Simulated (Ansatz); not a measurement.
This session for a comparison of enthalpies under pressure of two structures of Hg with Ansatz 0.2.0, Python API holds a mistake.

Notebook, run cell by cell (the value of a cell's last expression is shown):

In [1]:
```python
import csv

import ansatz as az
import numpy as np
```

In [2]:
```python
def hcp(first, a):
    return (
        az.Lattice.from_parameters(a, a, 1.633 * a, alpha=90, beta=90, gamma=120)
        .space_group(194)
        .atom(first, (1 / 3, 2 / 3, 0.25))
    )
```

In [3]:
```python
def diamond(first, a):
    return az.Crystal.diamond(first, a=a)
```

In [4]:
```python
def run_phase(name, crystal, pressure=0.0):
    calc = (
        crystal.calculation()
        .functional("LDA")
        .basis(34 * az.Ry)
        .scf(tolerance=1e-07)
        .kpoints(spacing=0.33)
        .occupations("fermi_dirac", width=0.1)  # the run then minimises F = E - TS
    )
    calc = calc.relax(force_tolerance=0.03, max_steps=30, cell=True, pressure=pressure)
    return calc.run()
```

In [5]:
```python
def volume_per_atom(outcome):
    return abs(np.linalg.det(outcome.lattice.cell_ang)) / len(outcome.lattice.sites)
```

In [6]:
```python
phases = {}
phases["hcp"] = hcp("Hg", 3.21)
phases["diamond"] = diamond("Hg", 6.24)
```

In [7]:
```python
# H = E + PV, with 1 eV per cubic angstrom equal to 160.2 GPa
pressures = [0, 20, 40, 60]
enthalpy, volume = {name: [] for name in phases}, {name: [] for name in phases}
for p in pressures:
    for name, crystal in phases.items():
        o = run_phase(name, crystal, pressure=p)
        volume[name].append(volume_per_atom(o))
        enthalpy[name].append(o.report["energy_sigma0_ev"] / len(o.lattice.sites) + p * volume[name][-1] / 1602.1766)
gap = np.array(enthalpy["diamond"]) - np.array(enthalpy["hcp"])
rows = [(p, va, vb, 1000 * d) for p, va, vb, d in zip(pressures, volume["hcp"], volume["diamond"], gap)]
with open("transition.csv", "w", newline="") as handle:
    writer = csv.writer(handle)
    writer.writerow(["P (GPa)", "V hcp (A^3/atom)", "V diamond (A^3/atom)", "H(diamond) - H(hcp) (meV/atom)"])
    writer.writerows([round(v, 4) if isinstance(v, float) else v for v in row] for row in rows)
print(open("transition.csv").read())
crossings = [p0 - g0 * (p1 - p0) / (g1 - g0) for p0, p1, g0, g1 in zip(pressures, pressures[1:], gap, gap[1:]) if g0 * g1 < 0]
print("crossing near", [round(float(p), 1) for p in crossings], "GPa") if crossings else print("no crossing in this range")
```
```text
DeckWarning: relax.cell: scf.convergence.dr2_threshold = 1e-7 eV (the SCF's general default) is looser than the 2e-10 eV advised for a relaxation that steers and ends on the stress (1e-10 eV for each [...]
P (GPa),V hcp (A^3/atom),V diamond (A^3/atom),H(diamond) - H(hcp) (meV/atom)
0,21.9639,33.6153,244.3542
20,18.0807,25.1429,537.8102
40,16.515,22.3006,820.3936
60,15.5074,20.641,1066.1481

no crossing in this range
```

No error stopped it. What is wrong with the input all the same?

The fault: 1 eV per cubic angstrom is 160.21766 GPa, and another factor was typed. The correction:

```diff
--- before
+++ after
@@
         volume[name].append(volume_per_atom(o))
-        enthalpy[name].append(o.report["energy_sigma0_ev"] / len(o.lattice.sites) + p * volume[name][-1] / 1602.1766)
+        enthalpy[name].append(o.report["energy_sigma0_ev"] / len(o.lattice.sites) + p * volume[name][-1] / 160.21766)
 gap = np.array(enthalpy["diamond"]) - np.array(enthalpy["hcp"])
```

Notebook, run cell by cell (the value of a cell's last expression is shown):

(earlier cells as before)

**Cell 7**
```python
# H = E + PV, with 1 eV per cubic angstrom equal to 160.2 GPa
pressures = [0, 20, 40, 60]
enthalpy, volume = {name: [] for name in phases}, {name: [] for name in phases}
for p in pressures:
    for name, crystal in phases.items():
        o = run_phase(name, crystal, pressure=p)
        volume[name].append(volume_per_atom(o))
        enthalpy[name].append(o.report["energy_sigma0_ev"] / len(o.lattice.sites) + p * volume[name][-1] / 160.21766)
gap = np.array(enthalpy["diamond"]) - np.array(enthalpy["hcp"])
rows = [(p, va, vb, 1000 * d) for p, va, vb, d in zip(pressures, volume["hcp"], volume["diamond"], gap)]
with open("transition.csv", "w", newline="") as handle:
    writer = csv.writer(handle)
    writer.writerow(["P (GPa)", "V hcp (A^3/atom)", "V diamond (A^3/atom)", "H(diamond) - H(hcp) (meV/atom)"])
    writer.writerows([round(v, 4) if isinstance(v, float) else v for v in row] for row in rows)
print(open("transition.csv").read())
crossings = [p0 - g0 * (p1 - p0) / (g1 - g0) for p0, p1, g0, g1 in zip(pressures, pressures[1:], gap, gap[1:]) if g0 * g1 < 0]
print("crossing near", [round(float(p), 1) for p in crossings], "GPa") if crossings else print("no crossing in this range")
```
Output:
```text
DeckWarning: relax.cell: scf.convergence.dr2_threshold = 1e-7 eV (the SCF's general default) is looser than the 2e-10 eV advised for a relaxation that steers and ends on the stress (1e-10 eV for each atom of the cell: 2). What an SCF threshold leaves in a [...]
P (GPa),V hcp (A^3/atom),V diamond (A^3/atom),H(diamond) - H(hcp) (meV/atom)
0,21.9639,33.6153,244.3542
20,18.0807,25.1429,1331.2269
40,16.515,22.3006,2120.3856
60,15.5074,20.641,2796.3749

no crossing in this range
```

At a fixed pressure a relaxation lowers the enthalpy F + PV, while F alone can rise. For the metals among these phases the mesh is modest: differences between phases can be off by up to 40 meV an atom. Spin-orbit coupling, which matters for elements this heavy, is left out. Warnings are shown shortened and without file and line. Only these two structures are compared, at zero temperature and with their symmetry kept; either may be hypothetical, and another phase may be lower than both. Differences under about 40 meV an atom lie within the error of mesh and functional. The cells are prototypes set up for this calculation and needn't exist. Finished in 57 s on 1 thread of Intel(R) Xeon(R) Platinum 8488C (Sapphire Rapids), on a shared host, peak memory 0.42 GiB.
